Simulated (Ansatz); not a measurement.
**CH₅BFNO: up Jacob's ladder to CCSD(T)**

The task here is to estimate one member of a computed series from the others.

Computed with Ansatz 0.2.0, Gaussian basis. Level: functionals in def2-TZVPP, the program's frozen cores in correlated methods.

Plan: PBE-D4, r2SCAN-D4, PBE0-D4, B3LYP-D4, ωB97X-V, ωB97M-V, B2PLYP; CCSD(T)/def2-TZVPP; MP2/def2-QZVPP; extrapolation to the limit.

### Structure used throughout

The geometry comes from an earlier relaxation with PBE0-D4 in a triple-zeta def2 set; it is a stationary point, not always the lowest conformer.

SMILES `OCNBF`, 10 atoms, charge 0, spin multiplicity 1.

Atoms are counted from 1 here; the program's logs count them from 0.

Bond lengths: O1–C2 1.413 Å, O1–H6 0.961 Å, C2–N3 1.422 Å, C2–H7 1.098 Å, C2–H8 1.096 Å, N3–B4 1.393 Å, N3–H9 1.010 Å, B4–F5 1.336 Å, B4–H10 1.196 Å. Angles: C2–O1–H6 108.6°, O1–C2–N3 108.8°, O1–C2–H7 110.0°, O1–C2–H8 111.3°, N3–C2–H7 110.3°, N3–C2–H8 107.9°, H7–C2–H8 108.5°, C2–N3–B4 125.1°, C2–N3–H9 114.8°, B4–N3–H9 119.8°, N3–B4–F5 119.1°, N3–B4–H10 121.5°, F5–B4–H10 119.4°.

Set-up of the first run:

File in.yaml:

```yaml
crystal:
  periodic: [false, false, false]
  atoms:
    - {symbol: O, position_ang: [-1.432051, 0.652425, 0.909552]}
    - {symbol: C, position_ang: [-0.080644, 0.246502, 0.842984]}
    - {symbol: N, position_ang: [0.346594, 0.293107, -0.512459]}
    - {symbol: B, position_ang: [0.560798, -0.819449, -1.323363]}
    - {symbol: F, position_ang: [0.910187, -0.636372, -2.599688]}
    - {symbol: H, position_ang: [-1.662379, 0.798925, 1.830989]}
    - {symbol: H, position_ang: [0.541223, 0.908133, 1.461176]}
    - {symbol: H, position_ang: [0.044128, -0.782399, 1.199715]}
    - {symbol: H, position_ang: [0.398184, 1.220223, -0.909124]}
    - {symbol: H, position_ang: [0.457159, -1.932296, -0.896881]}
basis:
  gaussian: {orbitals: def2-TZVPP}
hamiltonian: {xc: pbe, dispersion: d4}
output: {forces: true, orbitals: {seedname: orbitals}}
```

Run with:

```sh
ansatz run in.yaml --threads 4 --pin off --events-out ev --progress --plain --max-ram 10444MiB
```

Steps of the session up to this table: PBE-D4 (GGA); r2SCAN-D4 (meta-GGA); PBE0-D4 (hybrid); B3LYP-D4 (hybrid); ωB97X-V (range-separated); ωB97M-V (range-separated); B2PLYP (double hybrid); CCSD(T) in def2-TZVPP; MP2 in def2-QZVPP.

One table of the session follows, with a row left open; its other results are not shown here.

```
            method  atomisation energy (kJ/mol)
            PBE-D4                       4078.6
         r2SCAN-D4                       3977.0
           PBE0-D4                       3978.9
          B3LYP-D4                            ?
           ωB97X-V                       3978.8
           ωB97M-V                       3990.6
            B2PLYP                       3943.0
     HF/def2-TZVPP                       2845.0
    MP2/def2-TZVPP                       3956.6
   CCSD/def2-TZVPP                       3797.8
CCSD(T)/def2-TZVPP                       3858.4
           MP2/CBS                       4063.9
       CCSD(T)/CBS                       3965.8
```

**Question.** Estimate the row for B3LYP-D4.

As computed: atomisation energy (kJ/mol): 3980.5. In the column «atomisation energy (kJ/mol)» it lies between PBE0-D4 (3978.9) and ωB97M-V (3990.6).
